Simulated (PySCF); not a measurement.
# A diatomic session: GeN

What are the lowest state that PBE0 finds, the bond length, vibrational wavenumber and bond energy of GeN, and how much do these hang on the method?

Computed with PySCF 2.14.0. Level: Ge aug-cc-pVDZ-PP with ECP10, N aug-cc-pVDZ, scalar-relativistic core potentials.

1 further run of the same task is left out (it didn't finish).

### Step 1. Set-up

A driver script around PySCF takes these settings:

```yaml
atoms: Ge, N
charge: 0
basis: Ge aug-cc-pVDZ-PP with ECP10, N aug-cc-pVDZ
Hamiltonian: scalar-relativistic core potentials
basis_functions: 55
electrons_treated: 29
masses_in_u: 73.9212, 14.0031
levels: PBE0, PBE, r²SCAN, TPSSh, TPSS, LDA, HSE06, HF, MP2, SCS-MP2
grid: 80 radial by 434 angular points
occupations: held fixed by the projection of orbital angular momentum
dissociation_limit: Ge + N, each in its ground configuration
starting_distance_in_angstrom: 1.815
values_of_2S_to_try: 1, 3, 5
```

Run with:

```
> OMP_NUM_THREADS=1 python dia.py task.json out
```

Further steps of the session: PBE0 along the bond; Excited determinants; PBE (GGA); r²SCAN; TPSSh (hybrid meta-GGA); TPSS (meta-GGA); LDA (local density); HSE06; ROHF (mean field).

Q: Predict the outcome of this session. Wanted: for each run, Re; ωe; De; μ.

The runs gave:

Lowest PBE0 solution found, without spin–orbit coupling: ²Π (doublet), unpaired electrons π ↑. State 2 has its PBE0 minimum 0.09 eV higher. State 3 has its PBE0 minimum 1.72 eV higher. The other levels ran on the lowest alone.

```
       level  Re (Å)  ωe (cm⁻¹)  De (eV)  μ (D)
        ROHF   1.714        955    0.238  -3.56
    ROHF-MP2   1.776        798     3.13    n/a
ROHF-SCS-MP2   1.774        799     3.08    n/a
         LDA   1.758        821     4.65  -2.81
         PBE   1.779        794     3.99  -2.86
        TPSS   1.773        804     3.74  -2.84
      r²SCAN   1.757        828     3.44  -2.84
       TPSSh   1.762        825     3.50  -2.92
        PBE0   1.751        845     3.36  -3.04
       HSE06   1.752        842     3.39  -3.04
```

De is counted to Ge + N in their ground configurations. A positive dipole means Ge(−)N(+).

In words: The methods spread over 0.066 Å in bond length, from ROHF to PBE. Among the levels with a De in the table, it runs from 0.238 eV (ROHF) to 4.65 eV (LDA).

Correlated steps freeze 5 core orbitals. At some levels the lowest empty orbital lies below the highest filled one (the two can be of opposite spin).
